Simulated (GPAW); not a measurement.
Runs of GPAW 26.7.0 on YTiF5. The structure is orthorhombic, space group Immm (No. 71). The conventional cell has a = 4.191 Å, b = 6.956 Å, c = 8.431 Å, α = 90.00°, β = 90.00°, γ = 90.00°. Y (site symmetry mmm) has 6 F at 2.10 to 2.22 Å as nearest neighbours. Around Ti (site symmetry mmm) lie 2 F at 2.02 Å. F (site symmetry mmm) is surrounded by 2 Y at 2.10 Å. Around F (site symmetry mm2) lie 1 Ti at 2.02 Å and 1 Y at 2.20 Å. Around F (site symmetry m2m) lie 1 Y at 2.22 Å and 2 Ti at 2.44 Å and 1 F at 2.52 Å. The cell comes from a database or a generator and needn't be the stable form of this composition.

| task | level | potentials or basis | k mesh | cutoff (eV) | maxiter | convergence | band path | band points | mesh quality | gap on the mesh (eV) | pressure (GPa) | largest force (eV/Å) |
| --- | --- | --- | --- | --- | --- | --- | --- | --- | --- | --- | --- | --- |
| single point | LDA | the program's PAW data sets (release 1.2.1) made for this functional, pw | 4 × 4 × 4 | 600 | 120 | default | - | - | coarse | none | -8.6 | 0.65 |
| band structure | PBEsol | PAW data sets generated in the run's folder for this functional, pw | 5 × 5 × 5 | 800 | 150 | - | GXLTWRX1ZGYSW,L1Y,Y1Z | 100 | not flagged | - | (a) | 0.65 |
| band structure | LDA | the program's PAW data sets (release 1.2.1) made for this functional, pw | 5 × 5 × 5 | 800 | 150 | - | GXLTWRX1ZGYSW,L1Y,Y1Z | 100 | not flagged | - | (b) | 0.65 |
| band structure | PBE | GPAW PAW data sets (gpaw-data 1.2.1), pw | 5 × 5 × 5 | 800 | 150 | - | GXLTWRX1ZGYSW,L1Y,Y1Z | 100 | not flagged | - | -3.5 | 0.64 |
| single point | PBE | GPAW PAW data sets (gpaw-data 1.2.1), pw | 4 × 4 × 4 | 600 | 120 | default | - | - | coarse | none | -2.5 | 0.64 |

Alike in all rows: no spin polarisation; cell as given; smearing fermi-dirac 0.05 eV.

Q: Estimate the missing entries.

A: (a) -6.3; (b) -9.6.

Caveats: some runs use coarse meshes; semilocal functionals often make such compounds metallic where correlation or magnetic order opens a gap, which also shifts bond lengths; the cutoff is short for stress and forces, so pressures can be off by a GPa or more (some runs).

A k mesh can miss the band edges, and the runs leave out spin-orbit coupling on Y.

A gap of «none» marks a metal or a gap under the smearing width.

Not every run made on this cell is shown here.
